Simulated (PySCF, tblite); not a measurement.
# C₈H₁₂OSi: geometry, infrared bands and NMR shifts

What infrared bands and NMR shifts should C₈H₁₂OSi (`[SiH3]c1cc(C2CCC2)co1`) show?

The runs use tblite 0.8.0 and PySCF 2.14.0, with density-fitted response routines of our own; the level of theory stands in each step. All values are computed, except where a source is named. Atoms count from 0, in the outputs and in this text.

## Step 1: The molecule as given

22 atoms, charge 0, multiplicity 1; geometry from: force field or distance geometry start.

Bonds of the start (Å): Si0–C1 1.87, C1–C2 1.38, C2–C3 1.42, C3–C4 1.55, C4–C5 1.55, C5–C6 1.54, C6–C7 1.55, C3–C8 1.37, C8–O9 1.35, O9–C1 1.38, C7–C4 1.54, Si0–H10 1.48, Si0–H11 1.48, Si0–H12 1.50, C2–H13 1.08, C4–H14 1.10, C5–H15 1.10, C5–H16 1.09, C6–H17 1.10, C6–H18 1.10, C7–H19 1.10, C7–H20 1.10, C8–H21 1.08.

## Step 2: Optimising the geometry with GFN2-xTB

The job: settings as JSON, then the geometry in Å.

```
{"job": {"kind": "relax", "xc": "GFN2-xTB", "basis": "xTB"}, "charge": 0, "multiplicity": 1}
Si     4.066700     0.397100     0.254100
C      2.310200    -0.168300    -0.072600
C      1.070600     0.291600     0.325900
C      0.104400    -0.568900    -0.249200
C     -1.434200    -0.506000    -0.110700
C     -2.078300     0.871200    -0.430700
C     -3.066900     0.584500     0.712400
C     -1.985100    -0.341800     1.322600
C      0.803100    -1.532800    -0.937000
O      2.127100    -1.299200    -0.834900
H      4.831100    -0.650900     0.965800
H      4.737000     0.735300    -1.020100
H      4.023300     1.620700     1.116900
H      0.882000     1.165100     0.935900
H     -1.931600    -1.311400    -0.662000
H     -1.439700     1.745200    -0.225700
H     -2.518800     0.976100    -1.417800
H     -3.974000     0.049800     0.391600
H     -3.353600     1.443200     1.334600
H     -1.325400     0.163100     2.036500
H     -2.372700    -1.255400     1.786200
H      0.514300    -2.388800    -1.524800
```

Run with:

```console
> OMP_NUM_THREADS=1 python probes_run.py task.json out
```

The driver reads the jobs from task.json and runs them one after another.

**Question.** This job is followed by: GFN2-xTB harmonic vibrations, gas phase; GIAO PBE0/pcSseg-1 NMR shielding, non-relativistic, gas phase. What will the session give for the following? strongest single infrared mode (GFN2-xTB); zero-point energy (GFN2-xTB); 13C shifts against TMS (PBE0/pcSseg-1, means over atoms taken as alike); 1H shifts against TMS (PBE0/pcSseg-1, means over atoms taken as alike); 29Si shifts against TMS (PBE0/pcSseg-1); 17O shifts against H2O (PBE0/pcSseg-1); surface potential, 1st and 99th percentile.

As calculated:

```
                                                               quantity                                               value
                              strongest single infrared mode (GFN2-xTB)                               2255 cm⁻¹, 394 km/mol
                                           zero-point energy (GFN2-xTB)                                      108.4 kcal/mol
13C shifts against TMS (PBE0/pcSseg-1, means over atoms taken as alike)    154.4, 149.7, 139.7, 129.3, 31.3, 30.6, 16.9 ppm
 1H shifts against TMS (PBE0/pcSseg-1, means over atoms taken as alike)  7.63, 7.29, 4.46, 3.37, 2.49, 2.18, 2.10, 2.02 ppm
                                29Si shifts against TMS (PBE0/pcSseg-1)                                           -87.2 ppm
                                 17O shifts against H2O (PBE0/pcSseg-1)                                           313.4 ppm
                                  surface potential, 1st and 99th percentile                                  -0.81 V and 1.06 V
```

Relaxing lowered the energy by 0.238 eV in 69 steps; the close pair that moved most is C3–C4, from 1.546 to 1.484 Å. No mode is imaginary among the 60: a minimum at this level. The strongest single mode, at 2255 cm⁻¹, moves mainly H11 and H10. GFN2-xTB is a fitted tight-binding method: band positions and strengths are rough. Its intensities can rank the bands wrongly. At PBE0/pcSseg-1: Shielding is most anisotropic at O9 (span 356 ppm, paramagnetic term -378 ppm). NICS(1)zz of -25 ppm above the planar ring from C1 marks a diatropic (aromatic) ring current.
